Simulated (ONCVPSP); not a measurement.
# An ONCV potential for erbium, from input to tests

Do these settings give a usable potential? It is generated, then checked for transferability, scattering, ghosts and hardness.

Method: ONCVPSP 4.0.1, PBEsol, scalar-relativistic.

**1. Starting point**

Typed settings, in words:

| Property | Result |
| --- | --- |
| element | erbium (Er, Z = 68) |
| type | optimised norm-conserving Vanderbilt (ONCV) |
| frozen core | [Kr] 4d10 |
| valence charge | 22 |
| reference configuration | 4f11.5 5s2 5p6 5d0.5 6s2 |
| partial waves | 5s+6s: rc 2.10 bohr, ncon 4, nbas 7, qcut 5.6 1/bohr, 2 projectors; 5p: rc 1.75 bohr, ncon 4, nbas 8, qcut 6.6 1/bohr, 2 projectors, debl 2.9 Ha; 5d: rc 3.50 bohr, ncon 4, nbas 9, qcut 4.6 1/bohr, 1 projector; 4f: rc 0.80 bohr, ncon 3, nbas 8, qcut 18.5 1/bohr, 2 projectors, debl 4 Ha |
| local potential | polynomial inside 0.75 bohr (lpopt 3, dvloc0 1 Ha) |
| core correction | not asked for |

An earlier all-electron run gives the scale for the radii.

All-electron outer shells of the reference configuration (PBEsol, scalar-relativistic, ld1.x):

```json
{"shell": "4d", "level (eV)": "-168.77", "outermost node (bohr)": "0.25", "outermost maximum (bohr)": "0.51"}
{"shell": "5s", "level (eV)": "-54.03", "outermost node (bohr)": "0.60", "outermost maximum (bohr)": "1.11"}
{"shell": "5p", "level (eV)": "-28.16", "outermost node (bohr)": "0.65", "outermost maximum (bohr)": "1.28"}
{"shell": "4f", "level (eV)": "-6.28", "outermost node (bohr)": "–", "outermost maximum (bohr)": "0.51"}
{"shell": "6s", "level (eV)": "-4.19", "outermost node (bohr)": "1.50", "outermost maximum (bohr)": "3.26"}
{"shell": "5d", "level (eV)": "-1.55", "outermost node (bohr)": "0.73", "outermost maximum (bohr)": "1.97"}
{"shell": "6p", "level (eV)": "-1.25", "outermost node (bohr)": "1.84", "outermost maximum (bohr)": "4.51"}
```

**2. The generation run**

Er.dat reads:

```
# ATOM AND REFERENCE CONFIGURATION
# atsym  z   nc   nv     iexc    psfile
  Er 68.00    9    5  -116133      upf
#
#   n    l    f
    1    0    2.00
    2    0    2.00
    2    1    6.00
    3    0    2.00
    3    1    6.00
    3    2   10.00
    4    0    2.00
    4    1    6.00
    4    2   10.00
    4    3   11.50
    5    0    2.00
    5    1    6.00
    5    2    0.50
    6    0    2.00
#
# PSEUDOPOTENTIAL AND OPTIMIZATION
# lmax
    3
#
#   l,   rc,      ep,       ncon, nbas, qcut
    0    2.10    0.00    4    7    5.60
    1    1.75    0.00    4    8    6.60
    2    3.50    0.00    4    9    4.60
    3    0.80    0.00    3    8   18.50
#
# LOCAL POTENTIAL
# lloc, lpopt,  rc(5),   dvloc0
    4    3    0.75    1.00
#
# VANDERBILT-KLEINMAN-BYLANDER PROJECTORs
# l, nproj, debl
    0    2    2.50
    1    2    2.90
    2    1    1.00
    3    2    4.00
#
# MODEL CORE CHARGE
# icmod, fcfact, rcfact
    0    0.00    0.00
#
# LOG DERIVATIVE ANALYSIS
# epsh1, epsh2, depsh
   -3.00    5.00    0.02
#
# OUTPUT GRID
# rlmax, drl
    6.00    0.01
#
# TEST CONFIGURATIONS
# ncnf
    4
# nvcnf
#   n    l    f
    5
    4    3   12.00
    5    0    2.00
    5    1    6.00
    5    2    0.00
    6    0    2.00
#
    5
    4    3   12.00
    5    0    2.00
    5    1    6.00
    5    2    0.00
    6    0    1.00
#
    5
    4    3   12.00
    5    0    2.00
    5    1    6.00
    5    2    0.00
    6    0    0.00
#
    5
    4    3   11.00
    5    0    2.00
    5    1    6.00
    5    2    1.00
    6    0    1.00
#
```

Command:

```console
$ oncvpsp.x < Er.dat > Er.out
```

What does the calculation give? Wanted: cutoffs for 1 and 0.1 mHa per electron, occupied waves; bound ghosts; GHOST(+) flags; largest phase difference near zero energy, channels read.

As calculated:

```
                                                quantity                   value
  cutoffs for 1 and 0.1 mHa per electron, occupied waves       157 Ha and 265 Ha
                                            bound ghosts         s at -221.95 eV
                                          GHOST(+) flags  p at 57 eV, d at 83 eV
largest phase difference near zero energy, channels read               0.014 rad
```

A bound ghost (s) makes it unfit for use: electrons can fall into a state that the atom doesn't have. It counts as very hard, with 157 Ha needed at the looser tolerance. At the looser tolerance the 4f wave is the slowest; 5p needs 16 Ha. Near zero energy the phases of the channels with partial waves agree within 0.014 rad. The program also flags highly localised states, GHOST(+) (p, d). These are tests on the free atom; a crystal test is still owed.
